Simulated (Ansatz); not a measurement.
Working through a rigid torsion scan of CH5Cl2GeN, SMILES [NH2][GeH2][CH](Cl)Cl

Computed with Ansatz 0.2.0 through its Python package.

Run as a notebook:

In [1]:
```python
import warnings

import ansatz as az
from ase import Atoms
```

In [2]:
```python
BASIS_SET = "def2-SVP"
XC = "pbe"
FORCE_TOL = 0.02
```

In [3]:
```python
warnings.simplefilter("ignore", az.DeckWarning)
```

In [4]:
```python
atoms = Atoms(["N", "Ge", "C", "Cl", "Cl", "H", "H", "H", "H", "H"], positions=[
    (-1.6237, 0.572, 0.6058),
    (-0.3999, -0.453, -0.3571),
    (1.3963, -0.1222, 0.3109),
    (1.8193, 1.5865, 0.0595),
    (2.5512, -1.1525, -0.5639),
    (-2.5639, 0.3822, 0.1927),
    (-1.4031, 1.5725, 0.4035),
    (-0.4716, -0.0718, -1.8577),
    (-0.7415, -1.9552, -0.1876),
    (1.4368, -0.3584, 1.394),
])
```

In [5]:
```python
# start the scan from a relaxed geometry
first = (
    az.Crystal.molecule_from_ase(atoms).calculation()
    .basis(gaussian=BASIS_SET)
    .functional(XC)
    .relax(force_tolerance=FORCE_TOL, max_steps=80)
)
atoms.positions = first.run().report["positions_ang"]
```

In [6]:
```python
start = atoms.get_dihedral(2, 1, 0, 5)
energies = {}
for turn in range(0, 360, 30):
    turned = atoms.copy()
    turned.set_dihedral(2, 1, 0, 5, start + turn, indices=[0, 5, 6])
    calc = (
        az.Crystal.molecule_from_ase(turned).calculation()
        .basis(gaussian=BASIS_SET)
        .functional(XC)
    )
    energies[round((start + turn) % 360)] = calc.run().report["free_energy_ev"]
floor = min(energies.values())
print("dihedral C2-Ge1-N0-H5 (deg)   E - E(min) (kJ/mol)")
for angle, e in sorted(energies.items()):
    print(f"{angle:8d} {96.485332 * (e - floor):14.3f}  " + "#" * int(30 * (e - floor) / max(max(energies.values()) - floor, 1e-9)))
```
```text
dihedral C2-Ge1-N0-H5 (deg)   E - E(min) (kJ/mol)
      12          9.012  ###############
      42          5.188  ########
      72          7.957  #############
     102         11.479  ###################
     132          9.277  ###############
     162          2.952  ####
     192          0.000
     222          2.609  ####
     252          8.814  ##############
     282         14.951  #########################
     312         17.735  ##############################
     342         15.522  ##########################
```

The scan is rigid and the energies are electronic, in a modest basis. With rigid groups the curve can differ much from the relaxed path, the start wasn't checked as a minimum of this torsion, and equivalent turns needn't return to the same energy. The whole script took 74 s on 1 thread of Arm Neoverse V2, on a shared host, peak memory 0.25 GiB.
